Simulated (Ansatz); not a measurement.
Born–Oppenheimer molecular dynamics of a periodic cell of 32 atoms, Mg4Te3S (host Mg4Te3S, host structure Pmm2). It starts from a structure without forces on its atoms.

The calculation used DFT PBEsol, scalar-relativistic, plane waves, PAW (Ansatz 0.2.0). Settings: cutoff 420 eV, k mesh 1x1x1, fermi-dirac smearing 0.05 eV, no spin polarisation.

```json
{
 "ensemble": "NVE (velocity Verlet)",
 "time step": "2 fs",
 "steps asked": "400",
 "starting velocities drawn for": "3000 K",
 "seed": "271203"
}
```

Frames 10 fs apart, positions in Å.

Velocities at 260 fs (Å/ps):

```
Mg 5.42 5.60 -2.80
Mg 7.38 -10.03 3.42
Mg 1.58 6.57 2.88
Mg 6.57 3.84 0.51
Te 2.73 -0.43 2.65
Te -0.75 -2.17 1.02
Te 1.27 0.98 2.73
S 0.17 4.39 -0.54
Mg -2.51 2.60 -2.58
Mg -6.30 2.27 11.85
Mg -5.54 -9.67 -2.86
Mg 3.76 10.07 -0.61
Te 2.62 -2.58 1.01
Te -3.27 -1.42 2.46
Te -4.12 1.89 -3.13
S 6.66 -5.15 -3.67
Mg 1.88 4.13 0.47
Mg -10.54 0.45 -3.69
Mg 8.02 -0.22 -5.65
Mg -5.55 4.29 0.61
Te 3.25 3.80 -1.73
Te 0.91 -2.08 1.31
Te 2.78 -1.14 3.18
S -2.61 5.49 3.16
Mg 8.80 0.58 -16.60
Mg -1.40 6.32 1.00
Mg -4.06 -1.81 -11.90
Mg -1.72 2.90 12.01
Te -4.42 2.34 -0.03
Te -0.63 -4.38 -4.69
Te -2.96 -0.49 -1.40
S 1.73 -3.29 -1.89
```

```xyz
32
Lattice="9.0076 0.0000 0.0000 0.0000 9.0737 0.0000 0.0000 0.0000 12.6296" Properties=species:S:1:pos:R:3 time_fs=260 energy_less_start_eV=7.981 T=1011
Mg 0.503 3.857 6.566
Mg 2.715 -0.426 3.215
Mg 0.475 7.243 5.877
Mg 3.606 3.375 2.779
Te 2.176 1.658 0.681
Te 0.485 0.553 4.051
Te 2.059 5.666 1.805
S -0.546 5.237 5.221
Mg -0.535 2.338 12.144
Mg 1.637 0.580 9.592
Mg -0.478 6.258 12.968
Mg 2.124 4.387 9.742
Te 2.741 2.296 7.740
Te -0.374 -0.294 11.693
Te 2.038 6.592 7.932
S 0.291 4.753 11.339
Mg 4.795 2.574 6.228
Mg 7.111 0.292 2.936
Mg 4.732 6.633 7.461
Mg 6.477 4.802 3.624
Te 5.984 2.557 1.993
Te 4.404 -0.308 5.471
Te 6.289 6.997 1.576
S 4.556 4.520 4.893
Mg 4.260 2.753 11.933
Mg 6.807 -0.279 9.747
Mg 4.087 6.613 12.515
Mg 7.319 5.183 9.781
Te 7.469 2.765 8.486
Te 4.217 -0.236 10.084
Te 7.325 7.374 7.793
S 4.400 5.002 10.780
32
Lattice="9.0076 0.0000 0.0000 0.0000 9.0737 0.0000 0.0000 0.0000 12.6296" Properties=species:S:1:pos:R:3 time_fs=270 energy_less_start_eV=7.759 T=1066
Mg 0.570 3.894 6.564
Mg 2.795 -0.543 3.242
Mg 0.484 7.317 5.892
Mg 3.647 3.427 2.787
Te 2.205 1.655 0.707
Te 0.475 0.532 4.063
Te 2.074 5.679 1.833
S -0.561 5.284 5.189
Mg -0.548 2.379 12.120
Mg 1.575 0.592 9.712
Mg -0.511 6.166 12.950
Mg 2.171 4.493 9.727
Te 2.760 2.272 7.753
Te -0.405 -0.308 11.717
Te 1.998 6.609 7.902
S 0.340 4.689 11.300
Mg 4.834 2.603 6.227
Mg 7.001 0.284 2.904
Mg 4.802 6.639 7.396
Mg 6.444 4.857 3.636
Te 6.020 2.596 1.972
Te 4.414 -0.326 5.482
Te 6.315 6.985 1.609
S 4.520 4.568 4.927
Mg 4.348 2.755 11.767
Mg 6.789 -0.187 9.768
Mg 4.038 6.601 12.399
Mg 7.303 5.208 9.891
Te 7.425 2.788 8.488
Te 4.209 -0.280 10.041
Te 7.296 7.364 7.777
S 4.423 4.955 10.758
32
Lattice="9.0076 0.0000 0.0000 0.0000 9.0737 0.0000 0.0000 0.0000 12.6296" Properties=species:S:1:pos:R:3 time_fs=280 energy_less_start_eV=7.510 T=1128
Mg 0.652 3.908 6.598
Mg 2.868 -0.686 3.257
Mg 0.469 7.402 5.872
Mg 3.641 3.502 2.795
Te 2.237 1.655 0.731
Te 0.462 0.511 4.079
Te 2.092 5.700 1.862
S -0.599 5.329 5.121
Mg -0.535 2.439 12.101
Mg 1.522 0.588 9.831
Mg -0.496 6.085 12.952
Mg 2.233 4.603 9.689
Te 2.767 2.253 7.772
Te -0.433 -0.322 11.739
Te 1.963 6.622 7.878
S 0.352 4.610 11.263
Mg 4.908 2.611 6.221
Mg 6.896 0.252 2.892
Mg 4.836 6.657 7.314
Mg 6.456 4.932 3.663
Te 6.063 2.636 1.943
Te 4.428 -0.339 5.488
Te 6.339 6.972 1.643
S 4.470 4.601 4.965
Mg 4.425 2.733 11.614
Mg 6.773 -0.049 9.791
Mg 3.979 6.606 12.300
Mg 7.287 5.224 9.969
Te 7.381 2.809 8.492
Te 4.196 -0.324 10.004
Te 7.269 7.349 7.761
S 4.464 4.889 10.725
32
Lattice="9.0076 0.0000 0.0000 0.0000 9.0737 0.0000 0.0000 0.0000 12.6296" Properties=species:S:1:pos:R:3 time_fs=290 energy_less_start_eV=7.417 T=1151
Mg 0.730 3.923 6.643
Mg 2.915 -0.845 3.262
Mg 0.423 7.485 5.820
Mg 3.602 3.588 2.799
Te 2.273 1.658 0.750
Te 0.448 0.490 4.095
Te 2.113 5.729 1.890
S -0.636 5.363 5.041
Mg -0.500 2.496 12.097
Mg 1.487 0.574 9.945
Mg -0.435 6.021 12.978
Mg 2.305 4.700 9.632
Te 2.762 2.239 7.797
Te -0.459 -0.334 11.760
Te 1.934 6.632 7.858
S 0.334 4.528 11.232
Mg 5.003 2.599 6.218
Mg 6.809 0.210 2.908
Mg 4.820 6.673 7.215
Mg 6.495 5.017 3.704
Te 6.111 2.678 1.908
Te 4.445 -0.346 5.489
Te 6.357 6.957 1.675
S 4.416 4.619 5.001
Mg 4.481 2.665 11.488
Mg 6.765 0.119 9.794
Mg 3.917 6.627 12.221
Mg 7.264 5.234 10.006
Te 7.336 2.829 8.499
Te 4.177 -0.369 9.974
Te 7.246 7.331 7.751
S 4.522 4.825 10.680
32
Lattice="9.0076 0.0000 0.0000 0.0000 9.0737 0.0000 0.0000 0.0000 12.6296" Properties=species:S:1:pos:R:3 time_fs=300 energy_less_start_eV=7.513 T=1127
Mg 0.792 3.954 6.684
Mg 2.929 -1.004 3.262
Mg 0.344 7.548 5.752
Mg 3.550 3.669 2.795
Te 2.312 1.664 0.764
Te 0.433 0.470 4.109
Te 2.136 5.764 1.915
S -0.644 5.382 4.976
Mg -0.450 2.523 12.120
Mg 1.480 0.556 10.049
Mg -0.340 5.974 13.027
Mg 2.381 4.769 9.566
Te 2.748 2.230 7.826
Te -0.483 -0.345 11.781
Te 1.909 6.639 7.838
S 0.298 4.463 11.200
Mg 5.104 2.576 6.225
Mg 6.745 0.174 2.954
Mg 4.758 6.677 7.104
Mg 6.531 5.096 3.752
Te 6.162 2.722 1.869
Te 4.465 -0.345 5.484
Te 6.372 6.938 1.703
S 4.367 4.619 5.034
Mg 4.513 2.546 11.395
Mg 6.768 0.298 9.767
Mg 3.862 6.656 12.161
Mg 7.232 5.244 9.998
Te 7.290 2.848 8.509
Te 4.153 -0.415 9.951
Te 7.227 7.312 7.749
S 4.595 4.781 10.631
32
Lattice="9.0076 0.0000 0.0000 0.0000 9.0737 0.0000 0.0000 0.0000 12.6296" Properties=species:S:1:pos:R:3 time_fs=310 energy_less_start_eV=7.544 T=1119
Mg 0.835 4.005 6.713
Mg 2.914 -1.145 3.270
Mg 0.235 7.571 5.694
Mg 3.507 3.727 2.785
Te 2.355 1.673 0.772
Te 0.419 0.455 4.116
Te 2.158 5.807 1.936
S -0.603 5.388 4.941
Mg -0.395 2.498 12.188
Mg 1.503 0.537 10.142
Mg -0.226 5.944 13.094
Mg 2.460 4.797 9.505
Te 2.728 2.225 7.859
Te -0.508 -0.353 11.801
Te 1.888 6.646 7.817
S 0.258 4.435 11.162
Mg 5.197 2.547 6.246
Mg 6.704 0.157 3.026
Mg 4.668 6.656 6.992
Mg 6.527 5.156 3.791
Te 6.216 2.768 1.827
Te 4.487 -0.335 5.469
Te 6.384 6.916 1.725
S 4.333 4.600 5.063
Mg 4.519 2.392 11.332
Mg 6.779 0.466 9.710
Mg 3.825 6.683 12.114
Mg 7.189 5.257 9.952
Te 7.243 2.865 8.520
Te 4.125 -0.461 9.933
Te 7.211 7.295 7.756
S 4.677 4.757 10.586
32
Lattice="9.0076 0.0000 0.0000 0.0000 9.0737 0.0000 0.0000 0.0000 12.6296" Properties=species:S:1:pos:R:3 time_fs=320 energy_less_start_eV=7.416 T=1151
Mg 0.860 4.077 6.728
Mg 2.882 -1.235 3.304
Mg 0.101 7.543 5.664
Mg 3.490 3.748 2.771
Te 2.401 1.686 0.774
Te 0.406 0.446 4.115
Te 2.178 5.851 1.949
S -0.511 5.376 4.937
Mg -0.335 2.430 12.301
Mg 1.554 0.522 10.223
Mg -0.113 5.927 13.165
Mg 2.544 4.775 9.458
Te 2.703 2.226 7.895
Te -0.535 -0.359 11.819
Te 1.867 6.653 7.792
S 0.215 4.447 11.120
Mg 5.272 2.517 6.282
Mg 6.683 0.162 3.116
Mg 4.571 6.605 6.886
Mg 6.479 5.192 3.818
Te 6.271 2.813 1.785
Te 4.511 -0.315 5.445
Te 6.393 6.894 1.740
S 4.316 4.565 5.088
Mg 4.499 2.232 11.294
Mg 6.795 0.593 9.634
Mg 3.813 6.700 12.077
Mg 7.138 5.278 9.880
Te 7.195 2.881 8.529
Te 4.098 -0.506 9.921
Te 7.192 7.278 7.772
S 4.755 4.742 10.556
```

Of the whole run (800 fs, mean temperature of the second half 1171 K): The conserved energy stayed within 0.41 meV per atom of its start (net change 0.26 meV per atom), so the integration is sound. A run of 0.8 ps of so small a system gives no equilibrium averages. Limits of this set-up: coarse k mesh.

Time of the run: 14 min on 4 threads of Intel(R) Xeon(R) Platinum 8488C (Sapphire Rapids), with other jobs on the host, peak memory 1.2 GiB.
